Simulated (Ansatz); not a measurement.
**One shape, several levels: CH6O2Si (SMILES C[SiH](O)O)**

We compute a comparison of 6 runs (HF/STO-3G, B2PLYP/cc-pVDZ, HSE06/cc-pVDZ, PBE/cc-pVDZ, r2SCAN/cc-pVDZ, revPBE/cc-pVDZ) of CH6O2Si. 

The results are computed with Ansatz 0.2.0.

59 further runs of the same task are left out: 59 set aside as unsound or not needed.

## (1) The molecule

CH6O2Si has 10 atoms, charge 0, and is taken as a singlet. As SMILES, `C[SiH](O)O`. One bond was lengthened or shortened from a relaxed shape.

Bond lengths: C1–Si2 1.852 Å, Si2–O3 1.647 Å, Si2–O4 1.646 Å, C1–H5 1.093 Å, C1–H6 1.257 Å, C1–H7 1.092 Å, Si2–H8 1.484 Å, O3–H9 0.958 Å, O4–H10 0.958 Å. Some angles: C1–Si2–O3 105.2°, C1–Si2–O4 112.8°, O3–Si2–O4 112.2°, C1–Si2–H8 113.0°, O3–Si2–H8 110.8°, O4–Si2–H8 103.1°, Si2–C1–H5 111.0°, Si2–C1–H6 110.6°, Si2–C1–H7 110.8°, Si2–O3–H9 117.2°.

## (2) A single-point energy at HF/STO-3G (run 1)

in.yaml reads:

```yaml
crystal:
  periodic: [false, false, false]
  atoms:
    - {symbol: C, position_ang: [-1.208918, 0.326600, -0.285516]}
    - {symbol: Si, position_ang: [0.601582, 0.158800, 0.067684]}
    - {symbol: O, position_ang: [0.734482, -1.177200, 1.021684]}
    - {symbol: O, position_ang: [1.509082, 0.037300, -1.300716]}
    - {symbol: H, position_ang: [-1.597018, -0.571000, -0.774716]}
    - {symbol: H, position_ang: [-1.853400, 0.489100, 0.780800]}
    - {symbol: H, position_ang: [-1.400318, 1.182600, -0.936516]}
    - {symbol: H, position_ang: [1.172682, 1.348700, 0.745584]}
    - {symbol: H, position_ang: [1.605582, -1.388100, 1.360684]}
    - {symbol: H, position_ang: [1.276182, -0.648800, -1.928016]}
basis:
  gaussian:
    orbitals: STO-3G
hamiltonian:
  xc: hf
accuracy: high
output: {orbitals: {seedname: orbitals}}
```

Launch:

```sh
$ ansatz run in.yaml --threads 1 --pin off --max-ram 3480MiB --events-out events.jsonl --progress --plain --runs-dir runs
```

The log of the run:

```text
Warning: RAYON_NUM_THREADS=1 ignored (pool sized by the plan → 1); use --threads N
Functional definition: HF
  name "HF"
  exchange = exact_x
  correlation = 0
629 factors; integrals over basis functions are off by at most 4.9e-9 eV
mean field evaluation 1: about -12901.2226 eV, gradient 2.7e1 eV
mean field evaluation 2: about -12901.3290 eV, gradient 2.7e1 eV
mean field evaluation 4: about -12903.8292 eV, gradient 1.2e0 eV
mean field evaluation 8: about -12903.8349 eV, gradient 1.1e-5 eV
mean field -12903.83493126 eV, -474.2071871903 hartree, gradient 1.1e-8 eV, S^2 0.000000; 0 other end points of the search recorded, 0 dependent functions left out
reference -12903.83493126 eV, -474.2071871903 hartree; 21, 21 occupied and 9, 9 virtual orbitals, 629 factors
Total energy: -12903.83493126 eV, -474.2071871903 hartree
```

Wall time 0.29 s (1 thread of Arm Neoverse V2, shared host).

## (3) The energy at B2PLYP/cc-pVDZ (run 2)

in.yaml, as its differences from that of step 2:

```diff
@@ -15,5 +15,7 @@
   gaussian:
-    orbitals: STO-3G
+    orbitals: cc-pVDZ
 hamiltonian:
-  xc: hf
+  xc: {name: B2PLYP}
+correlation:
+  frozen_orbitals: {C: 1, H: 0, O: 1, Si: 5}
 accuracy: high
```

Launch:

```sh
$ ansatz run in.yaml --threads 1 --pin off --max-ram 3480MiB --events-out events.jsonl --progress --plain --runs-dir runs
```

The log of the run:

```text
Warning: RAYON_NUM_THREADS=1 ignored (pool sized by the plan → 1); use --threads N
Functional definition: B2PLYP
  name "B2PLYP"
  parameter a = 0.53
  parameter c = 0.27
  exchange = (1 - a)*b88_x + a*exact_x
  correlation = (1 - c)*lyp_c + c*(mp2_os + mp2_ss)
2104 factors; integrals over basis functions are off by at most 3.5e-9 eV
mean field evaluation 1: about -13087.9152 eV, gradient 6.0e1 eV
mean field evaluation 2: about -13088.2592 eV, gradient 6.0e1 eV
mean field evaluation 4: about -13094.8637 eV, gradient 4.1e0 eV
mean field evaluation 8: about -13094.9253 eV, gradient 1.4e-1 eV
mean field evaluation 16: about -13094.9254 eV, gradient 3.0e-5 eV
mean field -13094.92537097 eV, -481.2296313238 hartree, gradient 6.2e-8 eV, S^2 0.000000; 0 other end points of the search recorded, 0 dependent functions left out
8 core orbitals not correlated: weight in the atoms' cores, before any rotation towards them, 1.000 or more for the frozen orbitals, at most 0.000 for the correlated occupied ones
reference -13094.92539716 eV, -481.2296322865 hartree; 13, 13 occupied and 69, 69 virtual orbitals, 2104 factors
second order -20.55956407 eV of doubles, -0.00000000 eV of singles
Total energy: -13100.47647946 eV, -481.4336307983 hartree
```

Wall time 14 s (1 thread of Arm Neoverse V2, shared host); peak memory 0.31 GiB.

## (4) A single-point energy at HSE06/cc-pVDZ (run 3)

run.yaml reads:

```yaml
basis:
  gaussian:
    orbitals: cc-pVDZ
crystal:
  periodic: [false, false, false]
  atoms:
    - {symbol: C, position_ang: [-1.208918, 0.326600, -0.285516]}
    - {symbol: Si, position_ang: [0.601582, 0.158800, 0.067684]}
    - {symbol: O, position_ang: [0.734482, -1.177200, 1.021684]}
    - {symbol: O, position_ang: [1.509082, 0.037300, -1.300716]}
    - {symbol: H, position_ang: [-1.597018, -0.571000, -0.774716]}
    - {symbol: H, position_ang: [-1.853400, 0.489100, 0.780800]}
    - {symbol: H, position_ang: [-1.400318, 1.182600, -0.936516]}
    - {symbol: H, position_ang: [1.172682, 1.348700, 0.745584]}
    - {symbol: H, position_ang: [1.605582, -1.388100, 1.360684]}
    - {symbol: H, position_ang: [1.276182, -0.648800, -1.928016]}
output: {orbitals: {seedname: orbitals}}
hamiltonian:
  xc: hse06
accuracy: high
```

Launch:

```sh
$ ansatz run run.yaml --threads 1 --pin off --max-ram 3480MiB --events-out events.jsonl --progress --plain --runs-dir runs
```

The log of the run:

```text
Warning: RAYON_NUM_THREADS=1 ignored (pool sized by the plan → 1); use --threads N
Functional definition: HSE06
  name "HSE06"
  parameter a = 0.25
  parameter omega = 0.11/bohr
  exchange = pbe_x - a*pbe_x_sr(omega) + a*exact_x_sr(omega)
  correlation = pbe_c
2104 factors; integrals over basis functions are off by at most 3.5e-9 eV
98 factors; integrals over basis functions are off by at most 1.7e-9 eV
mean field evaluation 1: about -13089.3950 eV, gradient 7.2e1 eV
mean field evaluation 2: about -13079.9192 eV, gradient 9.9e1 eV
mean field evaluation 4: about -13099.0829 eV, gradient 3.6e0 eV
mean field evaluation 8: about -13099.3184 eV, gradient 2.1e-1 eV
mean field evaluation 16: about -13099.3185 eV, gradient 3.8e-5 eV
mean field -13099.31849661 eV, -481.3910757136 hartree, gradient 1.0e-8 eV, S^2 0.000000; 0 other end points of the search recorded, 0 dependent functions left out
reference -13099.31850010 eV, -481.3910758415 hartree; 21, 21 occupied and 69, 69 virtual orbitals, 2104 factors
Total energy: -13099.31850010 eV, -481.3910758415 hartree
```

Run time: 10 s. Hardware: 1 thread of Arm Neoverse V2, shared host; peak memory 0.32 GiB.

Runs 4 to 5 aren't shown in full; the table further down has their settings and results.

## (5) A single-point energy at revPBE/cc-pVDZ (run 6)

run.yaml, as its differences from that of step 4:

```diff
@@ -1,4 +1 @@
-basis:
-  gaussian:
-    orbitals: cc-pVDZ
 crystal:
@@ -16,5 +13,8 @@
     - {symbol: H, position_ang: [1.276182, -0.648800, -1.928016]}
+basis:
+  gaussian:
+    orbitals: cc-pVDZ
+hamiltonian:
+  xc: {name: revPBE}
+accuracy: high
 output: {orbitals: {seedname: orbitals}}
-hamiltonian:
-  xc: hse06
-accuracy: high
```

Launch:

```sh
$ ansatz run run.yaml --threads 1 --pin off --max-ram 3480MiB --events-out events.jsonl --progress --plain --runs-dir runs
```

The log of the run:

```text
Warning: RAYON_NUM_THREADS=1 ignored (pool sized by the plan → 1); use --threads N
Functional definition: revPBE
  name "revPBE"
  parameter kappa = 1.245
  parameter beta = 0.06672455060314922
  exchange = pbe_x(kappa = kappa, mu = beta*pi^2/3)
  correlation = pbe_c(beta = beta)
2104 factors; integrals over basis functions are off by at most 3.5e-9 eV
mean field evaluation 1: about -13091.8155 eV, gradient 8.4e1 eV
mean field evaluation 2: about -13062.7088 eV, gradient 1.4e2 eV
mean field evaluation 4: about -13105.0590 eV, gradient 9.0e0 eV
mean field evaluation 8: about -13105.2444 eV, gradient 1.3e-1 eV
mean field evaluation 16: about -13105.2444 eV, gradient 8.9e-6 eV
mean field -13105.24440567 eV, -481.6088488547 hartree, gradient 4.8e-8 eV, S^2 0.000000; 0 other end points of the search recorded, 0 dependent functions left out
reference -13105.24441011 eV, -481.6088490177 hartree; 21, 21 occupied and 69, 69 virtual orbitals, 2104 factors
Total energy: -13105.24441011 eV, -481.6088490177 hartree
```

Wall time 7.8 s (1 thread of Arm Neoverse V2, shared host); peak memory 0.24 GiB.

## (6) Overview of the runs

```tsv
run	level	frozen core orbitals	energy (Eh)	HOMO energy (eV)	LUMO energy (eV)	HOMO–LUMO gap (eV)	wall time
1	HF/STO-3G	–	-474.207187	-9.30	13.15	22.46	0.29 s
2	B2PLYP/cc-pVDZ	8	-481.433631	-9.68	2.43	12.11	14 s
3	HSE06/cc-pVDZ	–	-481.391076	-7.89	0.98	8.87	10 s
4	PBE/cc-pVDZ	–	-481.362074	-6.71	0.42	7.13	7.5 s
5	r2SCAN/cc-pVDZ	–	-481.615056	-7.14	1.07	8.21	16 s
6	revPBE/cc-pVDZ	–	-481.608849	-6.68	0.48	7.16	7.8 s
```

## (7) Summary of results

| quantity | value |
| --- | --- |
| run 6: total energy | -481.60885 Eh |
| run 6: HOMO energy | -6.68 eV |
| run 6: LUMO energy | 0.48 eV |
| run 6: HOMO–LUMO gap | 7.16 eV |

In words: The HOMO–LUMO gap runs from 7.13 eV (PBE/cc-pVDZ) to 22.46 eV (HF/STO-3G). The two ends differ in method and basis. Totals of different functionals can't be ranked against each other. In run 1 the basis is minimal, so the values are rough. All runs together took 56 s, the longest 16 s.
